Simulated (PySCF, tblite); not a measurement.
# C3H9N3SSi3: geometry, infrared bands and NMR shifts

What infrared bands and NMR shifts should C3H9N3SSi3 (`CS[Si@](C#N)([SiH2]N)[SiH2]C#N`) show?

Computed with tblite 0.8.0 and PySCF 2.14.0, with density-fitted response routines of our own, on a single molecule in the gas phase. Atoms are numbered from 0 throughout.

### Step 1. Starting geometry

19 atoms, charge 0, multiplicity 1; geometry from: force field or distance geometry start.

Bonds of the start (Å): C0–S1 1.81, S1–Si2 2.14, Si2–C3 1.83, C3–N4 1.15, Si2–Si5 2.21, Si5–N6 1.77, Si2–Si7 2.23, Si7–C8 1.81, C8–N9 1.17, C0–H10 1.09, C0–H11 1.11, C0–H12 1.11, Si5–H13 1.48, Si5–H14 1.46, N6–H15 1.03, N6–H16 1.05, Si7–H17 1.48, Si7–H18 1.48.

### Step 2. Relaxing the molecule with GFN2-xTB

What the job is given:

```
{"job": {"kind": "relax", "xc": "GFN2-xTB", "basis": "xTB"}, "charge": 0, "multiplicity": 1}
C      3.045300    -0.254200    -0.150200
S      1.792700    -1.371000    -0.819500
Si    -0.108100    -0.387500    -0.769000
C     -0.539400     0.272300    -2.417800
N     -0.806500     0.664700    -3.467000
Si    -0.211400     1.257600     0.708500
N     -1.587000     2.335100     0.398700
Si    -1.594900    -1.950200    -0.194700
C     -1.565100    -2.095300     1.609700
N     -1.567700    -2.196500     2.778800
H      3.880200    -0.170700    -0.849600
H      3.337400    -0.582400     0.869300
H      2.577700     0.751200    -0.051900
H      1.062200     2.009300     0.666100
H     -0.380300     0.661100     2.029900
H     -1.306000     3.103000    -0.232400
H     -1.899200     2.697700     1.338700
H     -1.194500    -3.216300    -0.853100
H     -2.945400    -1.518800    -0.601800
```

Launch:

```sh
> OMP_NUM_THREADS=1 python probes_run.py task.json out
```

One launch serves the whole session: the jobs run in the order shown.

**Question.** This job is followed by: GFN2-xTB harmonic vibrations, gas phase; GIAO PBE0/pcSseg-1 NMR shielding, non-relativistic, gas phase. What will the session give for the following? strongest single infrared mode (GFN2-xTB); zero-point energy (GFN2-xTB); 13C shifts against TMS (PBE0/pcSseg-1); 1H shifts against TMS (PBE0/pcSseg-1, means over atoms taken as alike); 33S shifts against CS2 (PBE0/pcSseg-1); 29Si shifts against TMS (PBE0/pcSseg-1); 15N shifts against NH3 (PBE0/pcSseg-1).

**Answer**, as computed:

| quantity | value |
| --- | --- |
| strongest single infrared mode (GFN2-xTB) | 659 cm⁻¹, 460 km/mol |
| zero-point energy (GFN2-xTB) | 71.6 kcal/mol |
| 13C shifts against TMS (PBE0/pcSseg-1) | 124.4, 121.1, 17.3 ppm |
| 1H shifts against TMS (PBE0/pcSseg-1, means over atoms taken as alike) | 5.72, 5.18, 4.64, 4.54, 2.32, 0.11 ppm |
| 33S shifts against CS2 (PBE0/pcSseg-1) | -180 ppm |
| 29Si shifts against TMS (PBE0/pcSseg-1) | -49.7, -51.7, -96.9 ppm |
| 15N shifts against NH3 (PBE0/pcSseg-1) | 372.0, 368.8, -1.1 ppm |

Relaxing lowered the energy by 0.885 eV in 173 steps; the close pair that moved most is Si2–Si5, from 2.214 to 2.336 Å. All 51 modes are real, so the xTB geometry is a minimum. The strongest single mode, at 659 cm⁻¹, is carried by H18, Si7, H17. Unscaled tight-binding wavenumbers are off by several per cent, some by more. Its intensities can rank the bands wrongly.
